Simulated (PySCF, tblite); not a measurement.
# C6H12OSi2: geometry, infrared bands and NMR shifts

Aim: predict the infrared bands and NMR shifts of C6H12OSi2 (`C#C[Si@]1(C)C[C@H](O[SiH3])C1`).

Programs: tblite 0.8.0 and PySCF 2.14.0, with density-fitted response routines of our own. Each step states its level of theory. These are calculated values for one molecule in the gas phase, unless marked as measured. Atoms are numbered from 0 throughout.

### 1 Starting geometry

21 atoms, charge 0, multiplicity 1; geometry from: force field or distance geometry start.

Bonds of the start (Å): C0–C1 1.20, C1–Si2 1.82, Si2–C3 1.85, Si2–C4 1.83, C4–C5 1.52, C5–O6 1.42, O6–Si7 1.73, C5–C8 1.49, C8–Si2 1.85, C0–H9 1.07, C3–H10 1.11, C3–H11 1.11, C3–H12 1.11, C4–H13 1.12, C4–H14 1.10, C5–H15 1.09, Si7–H16 1.48, Si7–H17 1.45, Si7–H18 1.46, C8–H19 1.11, C8–H20 1.10.

### 2 Geometry optimisation with GFN2-xTB

What the job is given:

```
{"job": {"kind": "relax", "xc": "GFN2-xTB", "basis": "xTB"}, "charge": 0, "multiplicity": 1}
C     -3.597900     1.888300     0.345200
C     -2.740100     1.068600     0.153800
Si    -1.418600    -0.155900    -0.088600
C     -1.987700    -1.773400    -0.773800
C     -0.050900    -0.151100     1.132100
C      1.023800     0.010300     0.066300
O      1.996100     0.960500     0.462900
Si     3.590500     0.298100     0.362800
C      0.064200     0.603600    -0.900600
H     -4.361800     2.614500     0.525700
H     -1.684100    -1.864600    -1.832700
H     -1.525600    -2.623700    -0.234300
H     -3.088600    -1.890800    -0.696300
H      0.046700    -1.162200     1.610500
H     -0.053100     0.704700     1.820800
H      1.493100    -0.930400    -0.207100
H      3.868300    -0.537400     1.554700
H      4.546100     1.387100     0.314100
H      3.655800    -0.493800    -0.857700
H      0.029300     1.706700    -0.789300
H      0.185600     0.357900    -1.969100
```

On the command line:

```bash
$ OMP_NUM_THREADS=1 python probes_run.py task.json out
```

One launch serves the whole session: the jobs run in the order shown.

**Question.** This job is followed by: GFN2-xTB harmonic vibrations, gas phase; GIAO PBE0/pcSseg-1 NMR shielding, non-relativistic, gas phase. What will the session give for the following? strongest single infrared mode (GFN2-xTB); zero-point energy (GFN2-xTB); 13C shifts against TMS (PBE0/pcSseg-1, means over atoms taken as alike); 1H shifts against TMS (PBE0/pcSseg-1, means over atoms taken as alike); 29Si shifts against TMS (PBE0/pcSseg-1); 17O shifts against H2O (PBE0/pcSseg-1); surface potential, 1st and 99th percentile.

As calculated:

| quantity | value |
| --- | --- |
| strongest single infrared mode (GFN2-xTB) | 809 cm⁻¹, 477 km/mol |
| zero-point energy (GFN2-xTB) | 97.9 kcal/mol |
| 13C shifts against TMS (PBE0/pcSseg-1, means over atoms taken as alike) | 104.1, 91.3, 68.6, 31.0, -0.2 ppm |
| 1H shifts against TMS (PBE0/pcSseg-1, means over atoms taken as alike) | 4.83, 4.32, 2.09, 1.95, 1.92, 0.42 ppm |
| 29Si shifts against TMS (PBE0/pcSseg-1) | -35.6, -47.4 ppm |
| 17O shifts against H2O (PBE0/pcSseg-1) | 64.2 ppm |
| surface potential, 1st and 99th percentile | -1.14 V and 1.40 V |

**Reading.** The optimisation took 197 steps and gained 1.031 eV; among the close pairs (by a distance rule), O6–Si7 changed most, from 1.729 to 1.613 Å. All 57 modes are real, so the xTB geometry is a minimum. The strongest single mode, at 809 cm⁻¹, is spread over several atoms, H16, H17, H18 among them. Unscaled tight-binding wavenumbers are off by several per cent, some by more. Its intensities can rank the bands wrongly. At PBE0/pcSseg-1: The widest tensor belongs to C1: span 298 ppm, with a paramagnetic part of -163 ppm.
